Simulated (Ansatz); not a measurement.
Predict the output of the script below (the Ansatz DFT code, driven from Python).

The script, `run_energy.py`:
```python
# -*- coding: utf-8 -*-
import ansatz as az


def main():
    geometry_ang = [
        ('C', (-0.6969, 1.1552, -0.629)),
        ('Si', (0.0425, -0.4674, -0.7401)),
        ('C', (0.9373, -0.9045, 0.7827)),
        ('F', (-1.0316, -1.5472, -0.9704)),
        ('H', (-1.2845, 1.4275, -1.5803)),
        ('H', (-1.4604, 1.2661, 0.185)),
        ('H', (0.0277, 1.9872, -0.4803)),
        ('H', (1.8086, -0.17, 0.9915)),
        ('H', (0.3112, -0.9027, 1.7094)),
        ('H', (1.4292, -1.8954, 0.7344)),
    ]
    geometry = az.Crystal.molecule()
    for symbol, xyz in geometry_ang:
        geometry = geometry.atom(symbol, xyz)

    calculation = (
        geometry.calculation()
        .basis(gaussian='def2-SVPD')
        .correlation('RPA')
        .spin('collinear', total=1)
    )
    print(calculation.to_yaml())
    res = calculation.run()
    r = res.report

    print(f'E = {r["free_energy_ev"]:.6f} eV = {r["free_energy_ev"] / 27.211386246:.7f} Ha')
    print('converged:', r['converged'], ' doubts:', r['published_state_doubts'] or 'none')

    print('correlation energy', round(r['free_energy_ev'] - r['reference_energy_ev'], 5), 'eV')
    cluster = r['correlation'].get('coupled_cluster')
    if cluster:
        print('cycles', cluster['cycles'], ' T1 diagnostic', round(cluster['t1_diagnostic'], 4), ' largest double', round(cluster['largest_double'], 4))


if __name__ == '__main__':
    main()
```

```console
$ python run_energy.py
crystal:
  periodic: [false, false, false]
  atoms:
    - { symbol: C, position_ang: [-0.6969, 1.1552, -0.629] }
    - { symbol: Si, position_ang: [0.0425, -0.4674, -0.7401] }
    - { symbol: C, position_ang: [0.9373, -0.9045, 0.7827] }
    - { symbol: F, position_ang: [-1.0316, -1.5472, -0.9704] }
    - { symbol: H, position_ang: [-1.2845, 1.4275, -1.5803] }
    - { symbol: H, position_ang: [-1.4604, 1.2661, 0.185] }
    - { symbol: H, position_ang: [0.0277, 1.9872, -0.4803] }
    - { symbol: H, position_ang: [1.8086, -0.17, 0.9915] }
    - { symbol: H, position_ang: [0.3112, -0.9027, 1.7094] }
    - { symbol: H, position_ang: [1.4292, -1.8954, 0.7344] }
basis:
  gaussian:
    orbitals: def2-SVPD
magnetization:
  spin_polarized: true
  initial_magnetization: 1.0
correlation:
  method: rpa

E = -12737.515172 eV = -468.0950488 Ha
converged: True  doubts: none
correlation energy -18.73829 eV
```

Caveats:
- These settings explore the input space; basis and method may be short of convergence.
- The geometry is a force-field or estimated start, not a minimum of this method, and the basis set is short of its limit.
- The species is open-shell (spin multiplicity 2).
- Inner cores stay frozen, so this is valence correlation.
- Timing: 3.9 s on 1 thread of Intel(R) Xeon(R) 6975P-C (Granite Rapids), on a shared host, peak memory 0.4 GiB.

(Lines on the test bed's own set-up are left out of the output.)
